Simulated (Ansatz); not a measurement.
# BCl₂HO + HF: a complex and its separated parts

Aim: how far the complex at one end of a reaction step lies below its separated, relaxed parts, level by level.

Computed with Ansatz 0.2.0, Gaussian basis. Level: PBE0-D4/def2-TZVP structures, single points in def2-TZVPP, no counterpoise correction.

Levels: SPW92, PBE-D4, BLYP-D4, r2SCAN-D4, B97M-V, PBE0-D4, B3LYP-D4, r2SCAN0-D4, BHLYP-D4, CAM-B3LYP-D4, wB97X-V, wB97M-V, B2PLYP, PBE-QIDH, RPA on PBE, Hartree-Fock, MP2, CCSD, CCSD(T).

Cores are frozen in the correlated methods. B3LYP uses VWN-RPA correlation. B2PLYP carries no dispersion term here.

20 further runs of the same task are left out: 20 set aside as unsound or not needed.

## (1) The system as given

The complex: 7 atoms, charge 0, spin multiplicity 1.

Atoms are counted from 1 here; the program's logs count them from 0.

Bond lengths: B1–Cl3 1.751 Å, B1–Cl4 1.736 Å, B1–O6 1.353 Å, F2–H5 0.932 Å, O6–H7 0.963 Å. Angles: Cl3–B1–Cl4 121.2°, Cl3–B1–O6 120.5°, Cl4–B1–O6 118.3°, B1–O6–H7 114.1°.

As a file:

```mol
BCl2FH2O
  3D, bonds by distance, orders not assigned

  7  5  0  0  0  0  0  0  0  0999 V2000
   -0.3781   -0.2775   -0.9637 B   0  0
    0.1588    0.8383    2.5833 F   0  0
    0.2042   -0.8546   -2.5113 Cl  0  0
   -2.0691    0.0012   -0.6857 Cl  0  0
    0.1885    0.5426    1.7004 H   0  0
    0.4874   -0.0376    0.0488 O   0  0
    1.4083   -0.2123   -0.1718 H   0  0
  1  3  8  0
  1  4  8  0
  1  6  8  0
  2  5  8  0
  6  7  8  0
M  END
```

Its parts: BCl₂HO holds atoms 1, 3, 4, 6, 7; HF holds atoms 2, 5. Each part counts its atoms afresh in its own runs.

## (2) Relaxing BCl₂HO alone

Input file relax-a/in.yaml:

```yaml
crystal:
  periodic: [false, false, false]
  atoms:
    - {symbol: B, position_ang: [-0.378124, -0.277541, -0.963669]}
    - {symbol: Cl, position_ang: [0.204211, -0.854601, -2.511302]}
    - {symbol: Cl, position_ang: [-2.069113, 0.001163, -0.685745]}
    - {symbol: O, position_ang: [0.487358, -0.037646, 0.048792]}
    - {symbol: H, position_ang: [1.408323, -0.212312, -0.171813]}
basis:
  gaussian: {orbitals: def2-TZVP}
hamiltonian: {xc: pbe0, dispersion: d4}
relax: {f_tol: 0.005, max_steps: 200}
```

The command line of these runs was not kept.

The program printed, cut to the lines that bear on the results:

```text
Functional definition: PBE0
  name "PBE0"
  cite "Adamo & Barone, J. Chem. Phys. 110, 6158 (1999) doi:10.1063/1.478522"
  cite "Perdew, Burke & Ernzerhof, Phys. Rev. Lett. 77, 3865 (1996) doi:10.1103/PhysRevLett.77.3865"
  parent pbe
[...]
900 factors; their error is unknown
[...]
mean field -27779.29771337 eV, -1020.8703614822 hartree, gradient 2.5e-5 eV, S^2 0.000000; 0 other end points of the search recorded, 0 dependent functions left out
[...]
reference -27779.29773824 eV, -1020.8703623959 hartree; 24, 24 occupied and 118, 118 virtual orbitals, 900 factors
relax step   1: F+E_penalty+E_count = -27779.39513997 eV  Δ(F+E_penalty+E_count) = +0.000e0 eV  max|allowed force component| = 5.680e-1 eV/Å  Δτ_max = 0.0000 Å  (27 SCF iters, accepted)
[...]
relax step   3: F+E_penalty+E_count = -27779.40213726 eV  Δ(F+E_penalty+E_count) = -1.890e-3 eV  max|allowed force component| = 2.403e-2 eV/Å  Δτ_max = 0.0086 Å  (31 SCF iters, accepted)
[...]
relax step   4: F+E_penalty+E_count = -27779.40217849 eV  Δ(F+E_penalty+E_count) = -4.123e-5 eV  max|allowed force component| = 4.079e-3 eV/Å  Δτ_max = 0.0019 Å  (33 SCF iters, accepted)
900 factors; their error is unknown
mean field -27779.30475743 eV, -1020.8706203465 hartree, gradient 5.8e-5 eV, S^2 0.000000; 1 other end points of the search recorded, 0 dependent functions left out
[...]
reference -27779.30478230 eV, -1020.8706212605 hartree; 24, 24 occupied and 118, 118 virtual orbitals, 900 factors
Total energy: -27779.40220336 eV, -1020.8742014185 hartree
Atom 0 at    -0.366710    -0.274956    -0.952402 Å, force    -0.000905     0.000930     0.002168 eV/Å
Atom 1 at     0.198244    -0.855663    -2.516635 Å, force     0.000573    -0.000605    -0.000902 eV/Å
Atom 2 at    -2.070528    -0.001080    -0.692424 Å, force    -0.000245     0.000417     0.000073 eV/Å
Atom 3 at     0.487116    -0.035745     0.053092 Å, force     0.004079    -0.002973    -0.003731 eV/Å
Atom 4 at     1.404533    -0.213494    -0.175367 Å, force    -0.003503     0.002231     0.002393 eV/Å
Dipole moment:     0.373143    -0.036774     0.014035 e Å
```

Wall time 6.5 s (4 threads, shared host); peak memory 0.29 GiB.

The steps of the relaxation:

| step | energy from step 1 (eV) | largest force component (eV/Å) |
| --- | --- | --- |
| 1 | 0.0000 | 0.5680 |
| 2 | -0.0051 | 0.2897 |
| 3 | -0.0070 | 0.0240 |
| 4 | -0.0070 | 0.0041 |

Close pairs (by a distance rule), those that changed most:

| bond | before (Å) | after (Å) | change (Å) |
| --- | --- | --- | --- |
| B1–O4 | 1.353 | 1.341 | -0.013 |
| B1–Cl2 | 1.751 | 1.762 | +0.010 |
| B1–Cl3 | 1.736 | 1.745 | +0.009 |
| O4–H5 | 0.963 | 0.962 | -0.001 |

## (3) Relaxing HF alone

Input file relax-b/in.yaml:

```yaml
crystal:
  periodic: [false, false, false]
  atoms:
    - {symbol: F, position_ang: [0.158834, 0.838305, 2.583341]}
    - {symbol: H, position_ang: [0.188509, 0.542631, 1.700397]}
basis:
  gaussian: {orbitals: def2-TZVP}
hamiltonian: {xc: pbe0, dispersion: d4}
relax: {f_tol: 0.005, max_steps: 200}
```

The program printed, cut to the lines that bear on the results:

```text
[... 5 set-up lines as earlier in the session ...]
[...]
200 factors; their error is unknown
[...]
mean field -2731.79775463 eV, -100.3917158036 hartree, gradient 6.8e-6 eV, S^2 0.000000; 0 other end points of the search recorded, 0 dependent functions left out
[...]
reference -2731.79776324 eV, -100.3917161199 hartree; 5, 5 occupied and 32, 32 virtual orbitals, 200 factors
relax step   1: F+E_penalty+E_count = -2731.79927171 eV  Δ(F+E_penalty+E_count) = +0.000e0 eV  max|allowed force component| = 6.377e-1 eV/Å  Δτ_max = 0.0000 Å  (21 SCF iters, accepted)
[...]
relax step   2: F+E_penalty+E_count = -2731.80304078 eV  Δ(F+E_penalty+E_count) = -3.769e-3 eV  max|allowed force component| = 1.364e-1 eV/Å  Δτ_max = 0.0046 Å  (25 SCF iters, accepted)
[...]
relax step   3: F+E_penalty+E_count = -2731.80321310 eV  Δ(F+E_penalty+E_count) = -1.723e-4 eV  max|allowed force component| = 4.157e-3 eV/Å  Δτ_max = 0.0012 Å  (25 SCF iters, accepted)
200 factors; their error is unknown
[...]
mean field -2731.80169983 eV, -100.3918607872 hartree, gradient 2.5e-5 eV, S^2 0.000000; 1 other end points of the search recorded, 0 dependent functions left out
[...]
reference -2731.80170827 eV, -100.3918610972 hartree; 5, 5 occupied and 32, 32 virtual orbitals, 200 factors
Total energy: -2731.80322154 eV, -100.3919167088 hartree
Atom 0 at     0.159019     0.836460     2.577831 Å, force    -0.000140     0.001392     0.004157 eV/Å
Atom 1 at     0.188324     0.544476     1.705907 Å, force     0.000140    -0.001392    -0.004157 eV/Å
Dipole moment:     0.012767    -0.127206    -0.379864 e Å
```

Wall time 0.4 s (4 threads, shared host).

Step by step:

| step | energy from step 1 (eV) | largest force component (eV/Å) |
| --- | --- | --- |
| 1 | 0.0000 | 0.6377 |
| 2 | -0.0038 | 0.1364 |
| 3 | -0.0039 | 0.0042 |

The bond:

| bond | before (Å) | after (Å) | change (Å) |
| --- | --- | --- | --- |
| F1–H2 | 0.932 | 0.920 | -0.012 |

## (4) wB97M-V/def2-TZVPP

Input file parta/in.yaml:

```yaml
crystal:
  periodic: [false, false, false]
  atoms:
    - {symbol: B, position_ang: [-0.366710, -0.274956, -0.952402]}
    - {symbol: Cl, position_ang: [0.198244, -0.855663, -2.516635]}
    - {symbol: Cl, position_ang: [-2.070528, -0.001080, -0.692424]}
    - {symbol: O, position_ang: [0.487116, -0.035745, 0.053092]}
    - {symbol: H, position_ang: [1.404533, -0.213494, -0.175367]}
basis:
  gaussian: {orbitals: def2-TZVPP}
hamiltonian: {xc: {name: wB97M-V}}
```

Input file partb/in.yaml:

```yaml
crystal:
  periodic: [false, false, false]
  atoms:
    - {symbol: F, position_ang: [0.159019, 0.836460, 2.577831]}
    - {symbol: H, position_ang: [0.188324, 0.544476, 1.705907]}
basis:
  gaussian: {orbitals: def2-TZVPP}
hamiltonian: {xc: {name: wB97M-V}}
```

Log of parta, cut to the lines that bear on the results:

```text
Functional definition: wB97M-V
  name "wB97M-V"
  cite "Mardirossian & Head-Gordon, J. Chem. Phys. 144, 214110 (2016) doi:10.1063/1.4952647"
  cite "Becke, J. Chem. Phys. 107, 8554 (1997) doi:10.1063/1.475007"
  cite "Vydrov & Van Voorhis, J. Chem. Phys. 133, 244103 (2010) doi:10.1063/1.3521275"
  # Of w^i u^j: cxij and so on, Table III.
[...]
  gx(w, u) = 1 - cx + cx01*u + cx10*w
  gss(w, u) = css00 + css04*u^4 + css10*w + css20*w^2 + css43*w^4*u^3
  gos(w, u) = cos00 + cos10*w + (cos20 + cos21*u)*w^2 + (cos60 + cos61*u)*w^6
[...]
      + integral(e_c_pw_mod_opposite_spin*gos(b97_w_opposite, b97_u_opposite)) + vv10(b, c)
999 factors; their error is unknown
176 factors; integrals over basis functions are off by at most 3.3e-5 eV
[...]
mean field -27788.69426597 eV, -1021.2156784209 hartree, gradient 2.7e-5 eV, S^2 0.000000; 0 other end points of the search recorded, 0 dependent functions left out
reference -27788.69430418 eV, -1021.2156798251 hartree; 24, 24 occupied and 136, 136 virtual orbitals, 999 factors
Total energy: -27788.69430418 eV, -1021.2156798251 hartree
```

partb printed, cut to the lines that bear on the results:

```text
[... 5 set-up lines as earlier in the session ...]
  # Of w^i u^j: cxij and so on, Table III.
[...]
  gx(w, u) = 1 - cx + cx01*u + cx10*w
  gss(w, u) = css00 + css04*u^4 + css10*w + css20*w^2 + css43*w^4*u^3
  gos(w, u) = cos00 + cos10*w + (cos20 + cos21*u)*w^2 + (cos60 + cos61*u)*w^6
[...]
      + integral(e_c_pw_mod_opposite_spin*gos(b97_w_opposite, b97_u_opposite)) + vv10(b, c)
215 factors; their error is unknown
48 factors; integrals over basis functions are off by at most 2.2e-5 eV
[...]
mean field -2733.67553169 eV, -100.4607228376 hartree, gradient 1.2e-5 eV, S^2 0.000000; 0 other end points of the search recorded, 0 dependent functions left out
reference -2733.67554635 eV, -100.4607233765 hartree; 5, 5 occupied and 40, 40 virtual orbitals, 215 factors
Total energy: -2733.67554635 eV, -100.4607233765 hartree
```

Wall times: 3.6 s (parta), 0.3 s (partb) on 4 threads, shared host; peak memory 0.41 GiB.

## (5) CCSD(T)/def2-TZVPP

Each input of step 4 (parta, partb) changes in the same lines:

```diff
-hamiltonian: {xc: {name: wB97M-V}}
+correlation: {method: ccsd_t}
```

Output in parta, cut to the lines that bear on the results:

```text
Functional definition: HF
  name "HF"
  cite "Fock, Z. Phys. 61, 126 (1930) doi:10.1007/BF01340294"
[... 1 set-up line as earlier in the session ...]
[...]
985 factors; integrals over basis functions are off by at most 6.7e-4 eV
[...]
mean field -27737.73149181 eV, -1019.3428310144 hartree, gradient 1.7e-6 eV, S^2 0.000000; 0 other end points of the search recorded, 0 dependent functions left out
12 core orbitals not correlated: weight in the atoms' cores, before any rotation towards them, 1.000 or more for the frozen orbitals, at most 0.000 for the correlated occupied ones
reference -27737.73149181 eV, -1019.3428310144 hartree; 12, 12 occupied and 136, 136 virtual orbitals, 985 factors
second order -19.35263810 eV of doubles, -0.00000000 eV of singles
cycle   1  -19.77589390 eV  change   -4.2e-1 eV  update   8.7e-2
[...]
cycle   9  -20.25549935 eV  change   -8.4e-6 eV  update   1.3e-5
perturbative correction -0.84934036 eV, -0.0312126825 hartree
Total energy: -27758.83633152 eV, -1020.1184195683 hartree
```

Output in partb, cut to the lines that bear on the results:

```text
[... 4 set-up lines as earlier in the session ...]
[...]
287 factors; integrals over basis functions are off by at most 1.0e-3 eV
[...]
mean field -2722.91279700 eV, -100.0651996331 hartree, gradient 4.5e-6 eV, S^2 0.000000; 0 other end points of the search recorded, 0 dependent functions left out
1 core orbitals not correlated: weight in the atoms' cores, before any rotation towards them, 1.000 or more for the frozen orbitals, at most 0.000 for the correlated occupied ones
reference -2722.91279700 eV, -100.0651996331 hartree; 4, 4 occupied and 40, 40 virtual orbitals, 287 factors
second order -7.36477472 eV of doubles, -0.00000000 eV of singles
cycle   1  -7.29615865 eV  change    6.9e-2 eV  update   3.9e-2
[...]
cycle   8  -7.43082632 eV  change    8.7e-7 eV  update   3.3e-6
perturbative correction -0.17032959 eV, -0.0062594971 hartree
Total energy: -2730.51395291 eV, -100.3445369606 hartree
```

Times: 14 s (parta), 0.2 s (partb) on 4 threads, shared host; peak memory 1.1 GiB.

## (6) Vibrations of BCl₂HO

Input file vib-parta/in.yaml:

```yaml
crystal:
  periodic: [false, false, false]
  atoms:
    - {symbol: B, position_ang: [-0.366710, -0.274956, -0.952402]}
    - {symbol: Cl, position_ang: [0.198244, -0.855663, -2.516635]}
    - {symbol: Cl, position_ang: [-2.070528, -0.001080, -0.692424]}
    - {symbol: O, position_ang: [0.487116, -0.035745, 0.053092]}
    - {symbol: H, position_ang: [1.404533, -0.213494, -0.175367]}
basis:
  gaussian: {orbitals: def2-TZVP}
hamiltonian: {xc: pbe0, dispersion: d4}
phonons: {temperatures: {t_min: 298.15, t_max: 900, t_step: 200}}
```

The program printed, cut to the lines that bear on the results:

```text
[... 5 set-up lines as earlier in the session ...]
[...]
900 factors; their error is unknown
[...]
mean field -27779.30475791 eV, -1020.8706203642 hartree, gradient 2.5e-5 eV, S^2 0.000000; 0 other end points of the search recorded, 0 dependent functions left out
[...]
reference -27779.30478279 eV, -1020.8706212785 hartree; 24, 24 occupied and 118, 118 virtual orbitals, 900 factors
[... from here to the last solve, the lines of the solves are left out (29 solves) ...]
900 factors; their error is unknown
[...]
mean field -27779.30473260 eV, -1020.8706194339 hartree, gradient 2.8e-6 eV, S^2 0.000000; 0 other end points of the search recorded, 0 dependent functions left out
[...]
reference -27779.30475748 eV, -1020.8706203482 hartree; 24, 24 occupied and 118, 118 virtual orbitals, 900 factors
Total energy: -27779.40220385 eV, -1020.8742014365 hartree
Atom 0 at    -0.366710    -0.274956    -0.952402 Å, force    -0.000923     0.000931     0.002174 eV/Å
Atom 1 at     0.198244    -0.855663    -2.516635 Å, force     0.000577    -0.000607    -0.000912 eV/Å
Atom 2 at    -2.070528    -0.001080    -0.692424 Å, force    -0.000233     0.000417     0.000073 eV/Å
Atom 3 at     0.487116    -0.035745     0.053092 Å, force     0.004103    -0.002975    -0.003735 eV/Å
Atom 4 at     1.404533    -0.213494    -0.175367 Å, force    -0.003524     0.002235     0.002401 eV/Å
Dipole moment:     0.373144    -0.036774     0.014034 e Å
Vibrations: 264.89 354.83 507.45 565.92 584.64 867.39 1129.52 1382.75 3869.08 cm⁻¹, zero-point energy 0.590566 eV
```

Run time: 29 s. Hardware: 4 threads, shared host; peak memory 0.29 GiB.

Wavenumbers and character of the modes:

| mode | wavenumber (cm⁻¹) | character |
| --- | --- | --- |
| 1 | 265 | bend |
| 2 | 355 | bend |
| 3 | 507 | torsion with out-of-plane bend |
| 4 | 566 | B–Cl stretch |
| 5 | 585 | torsion |
| 6 | 867 | B–Cl stretch with bend |
| 7 | 1130 | bend |
| 8 | 1383 | B–O stretch |
| 9 | 3869 | O–H stretch |

Vibrational sums (real modes only):

| T (K) | entropy (J/mol/K) | heat capacity (J/mol/K) |
| --- | --- | --- |
| 298 | 19.4 | 31.9 |
| 498 | 39.8 | 47.1 |
| 698 | 57.0 | 54.9 |
| 898 | 71.4 | 59.4 |

## (7) Vibrations of HF

Input file vib-partb/in.yaml:

```yaml
crystal:
  periodic: [false, false, false]
  atoms:
    - {symbol: F, position_ang: [0.159019, 0.836460, 2.577831]}
    - {symbol: H, position_ang: [0.188324, 0.544476, 1.705907]}
basis:
  gaussian: {orbitals: def2-TZVP}
hamiltonian: {xc: pbe0, dispersion: d4}
phonons: {temperatures: {t_min: 298.15, t_max: 900, t_step: 200}}
```

The program printed, cut to the lines that bear on the results:

```text
[... 5 set-up lines as earlier in the session ...]
[...]
200 factors; their error is unknown
[...]
mean field -2731.80169983 eV, -100.3918607871 hartree, gradient 6.9e-6 eV, S^2 0.000000; 0 other end points of the search recorded, 0 dependent functions left out
[...]
reference -2731.80170827 eV, -100.3918610972 hartree; 5, 5 occupied and 32, 32 virtual orbitals, 200 factors
[...]
200 factors; their error is unknown
[...]
mean field -2731.80169985 eV, -100.3918607876 hartree, gradient 3.9e-7 eV, S^2 0.000000; 0 other end points of the search recorded, 0 dependent functions left out
[...]
reference -2731.80170828 eV, -100.3918610977 hartree; 5, 5 occupied and 32, 32 virtual orbitals, 200 factors
[...]
200 factors; their error is unknown
[...]
mean field -2731.80149872 eV, -100.3918533964 hartree, gradient 3.9e-7 eV, S^2 0.000000; 0 other end points of the search recorded, 0 dependent functions left out
[...]
reference -2731.80150712 eV, -100.3918537051 hartree; 5, 5 occupied and 32, 32 virtual orbitals, 200 factors
[...]
200 factors; their error is unknown
mean field -2731.80152133 eV, -100.3918542274 hartree, gradient 3.9e-7 eV, S^2 0.000000; 0 other end points of the search recorded, 0 dependent functions left out
[...]
reference -2731.80152981 eV, -100.3918545388 hartree; 5, 5 occupied and 32, 32 virtual orbitals, 200 factors
Total energy: -2731.80322154 eV, -100.3919167088 hartree
Atom 0 at     0.159019     0.836460     2.577831 Å, force    -0.000140     0.001393     0.004161 eV/Å
Atom 1 at     0.188324     0.544476     1.705907 Å, force     0.000140    -0.001393    -0.004161 eV/Å
Dipole moment:     0.012767    -0.127206    -0.379864 e Å
Vibrations: 4153.96 cm⁻¹, zero-point energy 0.257513 eV
```

Wall time 0.85 s (4 threads, shared host).

Wavenumbers and character of the modes:

| mode | wavenumber (cm⁻¹) | character |
| --- | --- | --- |
| 1 | 4154 | F–H stretch |

Vibrational sums (real modes only):

| T (K) | entropy (J/mol/K) | heat capacity (J/mol/K) |
| --- | --- | --- |
| 298 | 0.0 | 0.0 |
| 498 | 0.0 | 0.0 |
| 698 | 0.0 | 0.1 |
| 898 | 0.1 | 0.5 |

## (8) Complex less separated parts

The complex's own energies come from single points at the same levels. Levels not printed above were run the same way.

Rows are in def2-TZVPP; times add the 3 runs of a level on a shared host, so small differences are noise.

| method | rung | complex less parts (eV) | from CCSD(T) (eV) | time |
| --- | --- | --- | --- | --- |
| SPW92 | LDA | -0.400 | -0.162 | 1.5 s |
| PBE-D4 | GGA | -0.277 | -0.039 | 2.4 s |
| BLYP-D4 | GGA | -0.266 | -0.028 | 2.4 s |
| r2SCAN-D4 | meta-GGA | -0.259 | -0.021 | 5.2 s |
| B97M-V | meta-GGA | -0.249 | -0.011 | 9.1 s |
| PBE0-D4 | hybrid | -0.263 | -0.025 | 3.5 s |
| B3LYP-D4 | hybrid | -0.268 | -0.030 | 3.2 s |
| r2SCAN0-D4 | hybrid | -0.257 | -0.019 | 5.8 s |
| BHLYP-D4 | hybrid | -0.270 | -0.032 | 3 s |
| CAM-B3LYP-D4 | range-separated hybrid | -0.290 | -0.052 | 3.6 s |
| wB97X-V | range-separated hybrid | -0.252 | -0.014 | 8 s |
| wB97M-V | range-separated hybrid | -0.251 | -0.013 | 9.9 s |
| B2PLYP | double hybrid | -0.239 | -0.001 | 5.3 s |
| PBE-QIDH | double hybrid | -0.241 | -0.003 | 6.5 s |
| RPA on PBE | RPA | -0.207 | +0.031 | 5 s |
| Hartree-Fock | wavefunction | -0.155 | +0.083 |  |
| MP2 | wavefunction | -0.240 | -0.002 |  |
| CCSD | wavefunction | -0.225 | +0.013 |  |
| CCSD(T) | wavefunction | -0.238 | 0 | 82 s |

Among the levels timed on like hardware and quicker than the yardstick, those that no quicker one beats, quickest first: SPW92 (1.5 s, -0.162 eV); BLYP-D4 (2.4 s, -0.028 eV); PBE0-D4 (3.5 s, -0.025 eV); r2SCAN-D4 (5.2 s, -0.021 eV); B2PLYP (5.3 s, -0.001 eV).

For cost: B2PLYP gets within 0.001 eV in 5.3 s, where CCSD(T) took 82 s; the quickest level in the cost chart, SPW92, takes 1.5 s and misses by 0.162 eV.

The complex's zero-point energy, from a separate PBE0-D4 run, is 0.917 eV.

## (9) Results

| quantity | value |
| --- | --- |
| complex less parts, CCSD(T)/def2-TZVPP | -0.238 eV |
| with zero-point energy | -0.169 eV |
| largest T1 diagnostic | 0.011 |

What this shows: At CCSD(T) the complex lies 0.238 eV below its parts. The functionals run from B2PLYP, off by -0.001 eV, to SPW92, off by -0.162 eV, against CCSD(T). Mean unsigned error by rung: LDA 0.162, GGA 0.033, meta-GGA 0.016, hybrid 0.027, range-separated hybrid 0.026, double hybrid 0.002 eV. PBE-D4 gives a relative energy 0.039 eV too low, inside chemical accuracy (1 kcal/mol, 0.043 eV). No counterpoise was applied, and triple zeta lacks some correlation, so the CCSD(T) reference has a basis error of its own, and close matches with it are partly luck.
